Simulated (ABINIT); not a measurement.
The system is GaGe.

```
CELL_PARAMETERS angstrom
0.00000 2.89784 2.89784
2.89784 0.00000 2.89784
2.89784 2.89784 0.00000
ATOMIC_POSITIONS crystal
Ge 0.00000 0.00000 0.00000
Ga 0.25000 0.25000 0.25000
```

The cell comes from a database or a generator and needn't be the stable form of this composition.

- Program: ABINIT 10.8.3 (patched build)
- Task: relaxation of cell and atoms
- Functional: LDA
- Potentials or basis: PseudoDojo NC SR LDA v0.4.1 standard
- Cutoff: 1088 eV
- k mesh: 6 × 6 × 6
- Occupations: fermi-dirac, width 0.05 eV
- Spin: no spin polarisation

At the start: pressure -4.3 GPa; volume 24.33 Å³/atom.

Where does the relaxation end?

Over 5 steps the energy falls by 28.0 meV/atom and the volume is 22.39 Å³/atom (-8.0 %); space group F-43m (No. 216, to 0.05 Å).

Step by step:
```csv
step,energy change (eV),largest force (eV/Å),pressure (GPa),volume (Å³)
1,0.0000,0.0000,-4.27,48.67
2,-0.0158,0.0000,-3.71,48.04
3,-0.0551,0.0000,0.68,44.31
4,-0.0561,0.0000,-0.07,44.83
5,-0.0561,0.0000,0.00,44.78
```

Final structure:
```xyz
2
Lattice="0.0000 2.8186 2.8186 2.8186 0.0000 2.8186 2.8186 2.8186 0.0000" Properties=species:S:1:pos:R:3 pbc="T T T"
Ge    0.0000    0.0000    0.0000
Ga    1.4093    1.4093    1.4093
```
